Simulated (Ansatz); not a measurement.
**Ta (quartet): energies up the ladder**

The task, for Ta (quartet): energies up the ladder. Spin multiplicity 4.

Computed with Ansatz 0.2.0 (the levels named in each step, unless a step's input says otherwise).

**1. The system as given**

Structure file:

```xyz
1

Ta    0.0000    0.0000    0.0000
```

**2. Single point, PBE0/def2-TZVPP**

The input, input.yaml:

```yaml
crystal:
  periodic: [false, false, false]
  atoms:
    - { symbol: Ta, position_ang: [0.0, 0.0, 0.0] }
magnetization:
  spin_polarized: true
  initial_magnetization: 3
basis:
  gaussian: { orbitals: def2-TZVPP }
hamiltonian:
  xc: pbe0
```

On the command line:

```bash
$ ansatz run input.yaml --threads 1 --pin off --max-ram 2560MiB --backend cpu --events-out ev --progress --plain --runs-dir out
```

Log:

```text
Warning: RAYON_NUM_THREADS=1 ignored (pool sized by the plan → 1); use --threads N
Engine: ansatz 0.2.0, x86_64-unknown-linux-gnu
Functional definition: PBE0
  parameter a = 0.25
  parameter kappa = 0.804
  parameter beta = 0.06672455060314922
  exchange = (1 - a)*pbe_x(kappa = kappa, mu = beta*pi^2/3) + a*exact_x
  correlation = pbe_c(beta = beta)
408 factors; their error is unknown
mean field evaluation 1: about -1545.9419 eV, gradient 5.9e0 eV
mean field evaluation 2: about -1546.1309 eV, gradient 2.7e0 eV
mean field evaluation 4: about -1546.1988 eV, gradient 3.9e-1 eV
mean field evaluation 8: about -1546.2389 eV, gradient 9.6e-2 eV
mean field evaluation 16: about -1546.2385 eV, gradient 2.4e-3 eV
mean field evaluation 32: about -1545.9470 eV, gradient 3.0e0 eV
mean field -1546.23853658 eV, -56.8232181413 hartree, gradient 1.2e-5 eV, S^2 3.757871; 5 other end points of the search recorded, 0 dependent functions left out
reference -1546.23855467 eV, -56.8232188060 hartree; 8, 5 occupied and 48, 51 virtual orbitals, 408 factors
Total energy: -1546.23855467 eV, -56.8232188060 hartree
```

Run time: 5.7 s. Hardware: 1 thread of Intel Xeon at 2.50GHz (Skylake/Cascade Lake), shared host; peak memory 0.11 GiB.

**3. Single point, PBE/def2-TZVPP**

Changes to input.yaml since step 2:

```diff
@@ -10,2 +10,2 @@
 hamiltonian:
-  xc: pbe0
+  xc: pbe
```

On the command line:

```bash
$ ansatz run input.yaml --threads 1 --pin off --max-ram 2560MiB --backend cpu --events-out ev --progress --plain --runs-dir out
```

Log (excerpt; [...] marks lines left out):

```text
Warning: RAYON_NUM_THREADS=1 ignored (pool sized by the plan → 1); use --threads N
[...]
Functional definition: PBE
[...]
337 factors; their error is unknown
[...]
mean field -1547.18001768 eV, -56.8578169334 hartree, gradient 8.9e-6 eV, S^2 3.756245; 23 other end points of the search recorded, 0 dependent functions left out
reference -1547.18004218 eV, -56.8578178337 hartree; 8, 5 occupied and 48, 51 virtual orbitals, 337 factors
Total energy: -1547.18004218 eV, -56.8578178337 hartree
```

It took 33 s on 1 thread of Intel Xeon at 2.50GHz (Skylake/Cascade Lake), shared host; peak memory 0.12 GiB.

**4. Single point, r2SCAN/def2-TZVPP**

Changes to input.yaml since step 3:

```diff
@@ -10,2 +10,2 @@
 hamiltonian:
-  xc: pbe
+  xc: r2scan
```

On the command line:

```bash
$ ansatz run input.yaml --threads 1 --pin off --max-ram 2560MiB --backend cpu --events-out ev --progress --plain --runs-dir out
```

Log (excerpt; [...] marks lines left out):

```text
Warning: RAYON_NUM_THREADS=1 ignored (pool sized by the plan → 1); use --threads N
[...]
Functional definition: r2SCAN
[...]
337 factors; their error is unknown
[...]
mean field -1547.23818147 eV, -56.8599544133 hartree, gradient 9.6e-6 eV, S^2 3.775176; 12 other end points of the search recorded, 0 dependent functions left out
reference -1547.23820029 eV, -56.8599551050 hartree; 8, 5 occupied and 48, 51 virtual orbitals, 337 factors
Total energy: -1547.23820029 eV, -56.8599551050 hartree
```

Run time: 43 s. Hardware: 1 thread of Intel Xeon at 2.50GHz (Skylake/Cascade Lake), shared host; peak memory 0.16 GiB.

**5. Single point, B3LYP/def2-TZVPP**

Changes to input.yaml since step 4:

```diff
@@ -10,2 +10,2 @@
 hamiltonian:
-  xc: r2scan
+  xc: { name: B3LYP }
```

On the command line:

```bash
$ ansatz run input.yaml --threads 1 --pin off --max-ram 2560MiB --backend cpu --events-out ev --progress --plain --runs-dir out
```

Log:

```text
Warning: RAYON_NUM_THREADS=1 ignored (pool sized by the plan → 1); use --threads N
Engine: ansatz 0.2.0, x86_64-unknown-linux-gnu
Functional definition: B3LYP
  parameter a0 = 0.2
  parameter ax = 0.72
  parameter ac = 0.81
  exchange = (1 - a0 - ax)*slater_x + ax*b88_x + a0*exact_x
  correlation = (1 - ac)*vwn_rpa_c + ac*lyp_c
374 factors; their error is unknown
mean field evaluation 1: about -1546.9666 eV, gradient 6.4e0 eV
mean field evaluation 2: about -1547.1718 eV, gradient 3.7e0 eV
mean field evaluation 4: about -1547.2749 eV, gradient 4.6e-1 eV
mean field evaluation 8: about -1547.3233 eV, gradient 2.5e-2 eV
mean field evaluation 16: about -1547.3206 eV, gradient 5.9e-4 eV
mean field evaluation 32: about -1547.2566 eV, gradient 1.1e0 eV
mean field -1547.32056589 eV, -56.8629819848 hartree, gradient 1.3e-5 eV, S^2 3.755849; 6 other end points of the search recorded, 0 dependent functions left out
reference -1547.32070585 eV, -56.8629871282 hartree; 8, 5 occupied and 48, 51 virtual orbitals, 374 factors
Total energy: -1547.32070585 eV, -56.8629871282 hartree
```

Wall time 5.2 s (1 thread of Intel Xeon at 2.50GHz (Skylake/Cascade Lake), shared host); peak memory 0.11 GiB.

**6. Single point, wB97M-V/def2-TZVPP**

Changes to input.yaml since step 5:

```diff
@@ -10,2 +10,2 @@
 hamiltonian:
-  xc: { name: B3LYP }
+  xc: { name: wB97M-V }
```

On the command line:

```bash
$ ansatz run input.yaml --threads 1 --pin off --max-ram 2560MiB --backend cpu --events-out ev --progress --plain --runs-dir out
```

Log (excerpt; [...] marks lines left out):

```text
Warning: RAYON_NUM_THREADS=1 ignored (pool sized by the plan → 1); use --threads N
[...]
Functional definition: wB97M-V
[...]
  gx(w, u) = 1 - cx + cx01*u + cx10*w
  gss(w, u) = css00 + css04*u^4 + css10*w + css20*w^2 + css43*w^4*u^3
  gos(w, u) = cos00 + cos10*w + (cos20 + cos21*u)*w^2 + (cos60 + cos61*u)*w^6
[...]
      + integral(e_c_pw_mod_opposite_spin*gos(b97_w_opposite, b97_u_opposite)) + vv10(b, c)
346 factors; their error is unknown
80 factors; integrals over basis functions are off by at most 7.0e-5 eV
[...]
mean field -1544.41562774 eV, -56.7562274770 hartree, gradient 1.5e-5 eV, S^2 3.756421; 8 other end points of the search recorded, 0 dependent functions left out
reference -1544.41565596 eV, -56.7562285140 hartree; 8, 5 occupied and 48, 51 virtual orbitals, 346 factors
Total energy: -1544.41565596 eV, -56.7562285140 hartree
```

It took 35 s on 1 thread of Intel Xeon at 2.50GHz (Skylake/Cascade Lake), shared host; peak memory 0.24 GiB.

**7. Single point, B2PLYP/def2-TZVPP**

Changes to input.yaml since step 6:

```diff
@@ -10,2 +10,2 @@
 hamiltonian:
-  xc: { name: wB97M-V }
+  xc: { name: B2PLYP }
```

On the command line:

```bash
$ ansatz run input.yaml --threads 1 --pin off --max-ram 2560MiB --backend cpu --events-out ev --progress --plain --runs-dir out
```

Log:

```text
Warning: RAYON_NUM_THREADS=1 ignored (pool sized by the plan → 1); use --threads N
Engine: ansatz 0.2.0, x86_64-unknown-linux-gnu
Functional definition: B2PLYP
  parameter a = 0.53
  parameter c = 0.27
  exchange = (1 - a)*b88_x + a*exact_x
  correlation = (1 - c)*lyp_c + c*(mp2_os + mp2_ss)
353 factors; integrals over basis functions are off by at most 2.6e-4 eV
mean field evaluation 1: about -1540.6849 eV, gradient 5.5e0 eV
mean field evaluation 2: about -1540.6858 eV, gradient 5.5e0 eV
mean field evaluation 4: about -1540.8933 eV, gradient 3.5e-1 eV
mean field evaluation 8: about -1540.8987 eV, gradient 1.8e-2 eV
mean field evaluation 16: about -1540.8987 eV, gradient 6.2e-5 eV
mean field evaluation 32: about -1540.8987 eV, gradient 7.7e-3 eV
mean field -1541.07302157 eV, -56.6333889657 hartree, gradient 2.3e-6 eV, S^2 3.759927; 6 other end points of the search recorded, 0 dependent functions left out
reference -1541.07310958 eV, -56.6333922003 hartree; 8, 5 occupied and 48, 51 virtual orbitals, 353 factors
second order -9.22162594 eV of doubles, -0.00000000 eV of singles
Total energy: -1543.56294859 eV, -56.7248920960 hartree
```

It took 9.1 s on 1 thread of Intel Xeon at 2.50GHz (Skylake/Cascade Lake), shared host; peak memory 0.12 GiB.

**8. Single point, LDA/def2-TZVPP**

Changes to input.yaml since step 7:

```diff
@@ -10,2 +10,2 @@
 hamiltonian:
-  xc: { name: B2PLYP }
+  xc: lda
```

On the command line:

```bash
$ ansatz run input.yaml --threads 1 --pin off --max-ram 2560MiB --backend cpu --events-out ev --progress --plain --runs-dir out
```

Log (excerpt; [...] marks lines left out):

```text
Warning: RAYON_NUM_THREADS=1 ignored (pool sized by the plan → 1); use --threads N
[...]
Functional definition: SPW92
[...]
337 factors; their error is unknown
[...]
mean field -1542.73096421 eV, -56.6943172341 hartree, gradient 2.0e-6 eV, S^2 3.755563; 10 other end points of the search recorded, 0 dependent functions left out
reference -1542.73098756 eV, -56.6943180924 hartree; 8, 5 occupied and 48, 51 virtual orbitals, 337 factors
Total energy: -1542.73098756 eV, -56.6943180924 hartree
```

Wall time 7.9 s (1 thread of Intel Xeon at 2.50GHz (Skylake/Cascade Lake), shared host); peak memory 0.1 GiB.

**9. Single point, PBE0/def2-SVP**

Changes to input.yaml since step 8:

```diff
@@ -8,4 +8,4 @@
 basis:
-  gaussian: { orbitals: def2-TZVPP }
+  gaussian: { orbitals: def2-SVP }
 hamiltonian:
-  xc: lda
+  xc: pbe0
```

On the command line:

```bash
$ ansatz run input.yaml --threads 1 --pin off --max-ram 2560MiB --backend cpu --events-out ev --progress --plain --runs-dir out
```

Log:

```text
Warning: RAYON_NUM_THREADS=1 ignored (pool sized by the plan → 1); use --threads N
Engine: ansatz 0.2.0, x86_64-unknown-linux-gnu
Functional definition: PBE0
  parameter a = 0.25
  parameter kappa = 0.804
  parameter beta = 0.06672455060314922
  exchange = (1 - a)*pbe_x(kappa = kappa, mu = beta*pi^2/3) + a*exact_x
  correlation = pbe_c(beta = beta)
199 factors; integrals over basis functions are off by at most 1.9e-4 eV
mean field evaluation 1: about -1545.8109 eV, gradient 4.7e0 eV
mean field evaluation 2: about -1545.9841 eV, gradient 2.0e0 eV
mean field evaluation 4: about -1546.0441 eV, gradient 3.4e-1 eV
mean field evaluation 8: about -1546.0692 eV, gradient 1.7e-1 eV
mean field evaluation 16: about -1546.0848 eV, gradient 9.8e-3 eV
mean field evaluation 32: about -1545.9725 eV, gradient 4.8e-1 eV
mean field -1546.08483818 eV, -56.8175698293 hartree, gradient 2.6e-5 eV, S^2 3.757110; 4 other end points of the search recorded, 0 dependent functions left out
reference -1546.08485593 eV, -56.8175704816 hartree; 8, 5 occupied and 24, 27 virtual orbitals, 199 factors
Total energy: -1546.08485593 eV, -56.8175704816 hartree
```

It took 3.9 s on 1 thread of Intel Xeon at 2.50GHz (Skylake/Cascade Lake), shared host; peak memory 0.097 GiB.

**10. Single point, PBE/def2-SVP**

Changes to input.yaml since step 9:

```diff
@@ -10,2 +10,2 @@
 hamiltonian:
-  xc: pbe0
+  xc: pbe
```

On the command line:

```bash
$ ansatz run input.yaml --threads 1 --pin off --max-ram 2560MiB --backend cpu --events-out ev --progress --plain --runs-dir out
```

Log (excerpt; [...] marks lines left out):

```text
Warning: RAYON_NUM_THREADS=1 ignored (pool sized by the plan → 1); use --threads N
[...]
Functional definition: PBE
[...]
304 factors; their error is unknown
[...]
mean field -1547.03436944 eV, -56.8524644593 hartree, gradient 2.8e-6 eV, S^2 3.755583; 21 other end points of the search recorded, 0 dependent functions left out
reference -1547.03439340 eV, -56.8524653398 hartree; 8, 5 occupied and 24, 27 virtual orbitals, 304 factors
Total energy: -1547.03439340 eV, -56.8524653398 hartree
```

Wall time 23 s (1 thread of Intel Xeon at 2.50GHz (Skylake/Cascade Lake), shared host); peak memory 0.1 GiB.

**11. Total energies**

```
             level  energy (eV)  CPU time
   PBE0/def2-TZVPP   -1546.2386     5.4 s
    PBE/def2-TZVPP   -1547.1800      31 s
 r2SCAN/def2-TZVPP   -1547.2382      40 s
  B3LYP/def2-TZVPP   -1547.3207     4.4 s
wB97M-V/def2-TZVPP   -1544.4157      34 s
 B2PLYP/def2-TZVPP   -1543.5629     8.8 s
    LDA/def2-TZVPP   -1542.7310     6.8 s
     PBE0/def2-SVP   -1546.0849     3.4 s
      PBE/def2-SVP   -1547.0344      21 s
```

**12. Outcome**

| quantity | value |
| --- | --- |
| energy at PBE/def2-SVP | -1547.034 eV |

These totals serve in differences with atoms or fragments at the same level; alone they don't rank the methods. Heavy atoms carry effective core potentials in def2 sets, and spin-orbit coupling is left out.
